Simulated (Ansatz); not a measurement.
# Mo (Im-3m): equation of state

How stiff is Mo (Im-3m)? Energies and pressures are computed at volumes on both sides of the relaxed cell and fitted.

Method: DFT r²SCAN, scalar-relativistic, plane waves, PAW, in Ansatz 0.2.0.

### Step 1. Starting point

The structure is cubic, space group Im-3m (No. 229). Conventional cell: a = 3.151 Å, b = 3.151 Å, c = 3.151 Å, α = 90.00°, β = 90.00°, γ = 90.00°. Mo (site symmetry m-3m) is surrounded by 8 Mo at 2.73 Å.

Coordinates:

```cif
data_structure
_symmetry_space_group_name_H-M 'Im-3m'
_symmetry_Int_Tables_number 229
_cell_length_a 3.1508
_cell_length_b 3.1508
_cell_length_c 3.1508
_cell_angle_alpha 90.000
_cell_angle_beta 90.000
_cell_angle_gamma 90.000
_cell_volume 31.28
loop_
_atom_site_label
_atom_site_type_symbol
_atom_site_symmetry_multiplicity
_atom_site_Wyckoff_symbol
_atom_site_fract_x
_atom_site_fract_y
_atom_site_fract_z
_atom_site_occupancy
Mo1 Mo 2 a 0.00000 0.00000 0.00000 1
```

This cell comes from an earlier session at r²SCAN: 15.640 Å³/atom at 0.01 GPa, on a 20×20×20 mesh.

Volume factors to run: 0.980, 1.020, 0.960, 1.040.

### Step 2. Volume × 0.980

Input file input.yaml:

```yaml
crystal:
  lattice:
    - [-1.5648366486, 1.5648366486, 1.5648366486]
    - [1.5648366486, -1.5648366486, 1.5648366486]
    - [1.5648366486, 1.5648366486, -1.5648366486]
  atoms:
    - { symbol: Mo, position: [0.0, 0.0, 0.0] }
basis:
  ecutwfc: 500
  ecutrho_ratio: 4
kpoints:
  mp_grid: { grid: [20, 20, 20] }
hamiltonian:
  xc: r2scan
scf:
  occupations: { method: gaussian, width: 0.05 }
output:
  forces: true
  stress: true
  eigenvalues: true
```

Run with:

```
ansatz run input.yaml --threads 1 --pin off --max-ram 2560MiB --backend cpu --events-out ev --progress --plain --runs-dir out
```

The runs that follow: Scaling the volume by 1.020; Volume × 0.960; Volume × 1.040.

Before running it: what results should come out? Wanted: V0; B0; B0′; scatter of the fit.

**Answer**, as computed:

```
          quantity           value
                V0  15.641 Å³/atom
                B0         276 GPa
               B0′             4.2
scatter of the fit  0.001 meV/atom
```

The fitted minimum lies at 15.64 Å³/atom, and the bulk modulus is 276 GPa, a stiff solid. One per cent of compression takes about 2.8 GPa. These are values at 0 K without zero-point motion.
